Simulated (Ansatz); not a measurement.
**C₄H₈Br₂: one species, many methods**

An exercise on one series of results from a longer session: the logs are not shown, and one member is left open.

Computed with Ansatz 0.2.0, Gaussian basis. Level: functionals in def2-TZVPP, the program's frozen cores in correlated methods.

Levels to be run: LDA (SPW92), PBE-D4, revPBE-D4, BLYP-D4, r2SCAN-D4, B97M-V, PBE0-D4, B3LYP-D4, r2SCANh-D4, r2SCAN0-D4, HSE06-D4, BHLYP-D4, CAM-B3LYP-D4, LC-ωPBE, ωB97X-V, ωB97M-V, B2PLYP, PBE-QIDH; CCSD(T)/def2-SVP; CCSD(T)/def2-TZVPP; MP2/def2-QZVPP; extrapolation to the limit; RPA on PBE.

**Structure used throughout**

An earlier PBE0-D4 in a triple-zeta def2 set relaxation fixed the geometry.

SMILES `CC(Br)CCBr`, 14 atoms, charge 0, spin multiplicity 1.

Atoms are counted from 1 here; the program's logs count them from 0.

Bond lengths: C1–C2 1.508 Å, C1–H7 1.090 Å, C1–H8 1.095 Å, C1–H9 1.092 Å, C2–Br3 1.969 Å, C2–C4 1.513 Å, C2–H10 1.090 Å, C4–C5 1.508 Å, C4–H11 1.096 Å, C4–H12 1.096 Å, C5–Br6 1.950 Å, C5–H13 1.087 Å, C5–H14 1.088 Å. Angles: C2–C1–H7 111.3°, C2–C1–H8 109.2°, C2–C1–H9 111.2°, H7–C1–H8 108.3°, H7–C1–H9 108.4°, H8–C1–H9 108.3°, C1–C2–Br3 109.1°, C1–C2–C4 112.9°, C1–C2–H10 111.1°, Br3–C2–C4 109.8°, Br3–C2–H10 103.4°, C4–C2–H10 110.2°, C2–C4–C5 115.8°, C2–C4–H11 107.5°, C2–C4–H12 109.1°, C5–C4–H11 109.3°, C5–C4–H12 107.9°, H11–C4–H12 106.9° and more.

Coordinates:

```mol
C4H8Br2
  3D, bonds by distance, orders not assigned

 14 13  0  0  0  0  0  0  0  0999 V2000
   -1.8902   -0.2114   -0.4856 C   0  0
   -0.6604    0.2043    0.2826 C   0  0
   -0.8124   -0.4331    2.1388 Br  0  0
    0.6208   -0.3140   -0.3330 C   0  0
    1.8974    0.1389    0.3294 C   0  0
    2.1364    2.0706    0.2167 Br  0  0
   -2.7975    0.1685   -0.0164 H   0  0
   -1.8338    0.1917   -1.5018 H   0  0
   -1.9651   -1.2988   -0.5509 H   0  0
   -0.6133    1.2877    0.3914 H   0  0
    0.6285   -0.0056   -1.3847 H   0  0
    0.6067   -1.4103   -0.3216 H   0  0
    2.7710   -0.2895   -0.1561 H   0  0
    1.9118   -0.0989    1.3911 H   0  0
  1  2  8  0
  2  3  8  0
  2  4  8  0
  4  5  8  0
  5  6  8  0
  1  7  8  0
  1  8  8  0
  1  9  8  0
  2 10  8  0
  4 11  8  0
  4 12  8  0
  5 13  8  0
  5 14  8  0
M  END
```

Set-up of the first run:

in.yaml reads:

```yaml
crystal:
  periodic: [false, false, false]
  atoms:
    - {symbol: C, position_ang: [-1.890165, -0.211353, -0.485577]}
    - {symbol: C, position_ang: [-0.660379, 0.204267, 0.282581]}
    - {symbol: Br, position_ang: [-0.812399, -0.433148, 2.138844]}
    - {symbol: C, position_ang: [0.620813, -0.313974, -0.333033]}
    - {symbol: C, position_ang: [1.897410, 0.138859, 0.329448]}
    - {symbol: Br, position_ang: [2.136401, 2.070640, 0.216737]}
    - {symbol: H, position_ang: [-2.797474, 0.168460, -0.016361]}
    - {symbol: H, position_ang: [-1.833819, 0.191659, -1.501784]}
    - {symbol: H, position_ang: [-1.965129, -1.298763, -0.550943]}
    - {symbol: H, position_ang: [-0.613321, 1.287671, 0.391440]}
    - {symbol: H, position_ang: [0.628548, -0.005631, -1.384710]}
    - {symbol: H, position_ang: [0.606746, -1.410315, -0.321628]}
    - {symbol: H, position_ang: [2.770964, -0.289495, -0.156103]}
    - {symbol: H, position_ang: [1.911805, -0.098873, 1.391100]}
basis:
  gaussian: {orbitals: def2-TZVPP}
hamiltonian: {xc: lda}
output: {orbitals: {seedname: orbitals}}
```

Started as:

```
ansatz run in.yaml --threads 2 --pin off --events-out ev --progress --plain --max-ram 32768MiB --backend cuda --devices 0, --max-vram 18GiB
```

Among the steps run: LDA; PBE-D4 (GGA); revPBE-D4 (GGA); BLYP-D4 (GGA); r2SCAN-D4 (meta-GGA); B97M-V (meta-GGA); B3LYP-D4 (hybrid); r2SCANh-D4 (hybrid); r2SCAN0-D4 (hybrid); HSE06-D4 (hybrid); BHLYP-D4 (hybrid); CAM-B3LYP-D4 (range-separated); LC-ωPBE (range-separated); ωB97X-V (range-separated); ωB97M-V (range-separated); B2PLYP (double hybrid); PBE-QIDH (double hybrid).

One table of the session follows, with a row left open; its other results are not shown here.

It belongs to the step «Orbital energies across the functionals». 

| functional | HOMO (eV) | gap (eV) |
| --- | --- | --- |
| LDA (SPW92) | -6.75 | 5.42 |
| PBE-D4 | -6.60 | 5.52 |
| revPBE-D4 | -6.55 | 5.56 |
| BLYP-D4 | -6.45 | 5.48 |
| r2SCAN-D4 | -6.91 | 6.08 |
| B97M-V | ? | ? |
| PBE0-D4 | -7.89 | 7.85 |
| B3LYP-D4 | -7.64 | 7.34 |
| r2SCANh-D4 | -7.38 | 6.93 |
| r2SCAN0-D4 | -8.09 | 8.20 |
| HSE06-D4 | -7.49 | 7.07 |
| BHLYP-D4 | -9.04 | 10.10 |
| CAM-B3LYP-D4 | -9.25 | 10.33 |
| LC-ωPBE | -10.65 | 12.97 |
| ωB97X-V | -10.29 | 12.48 |
| ωB97M-V | -10.16 | 12.18 |

Estimate the missing values for B97M-V.

The run gave: HOMO (eV): -7.02; gap (eV): 6.27. In the column «HOMO (eV)» it lies between r2SCANh-D4 (-7.38) and r2SCAN-D4 (-6.91).
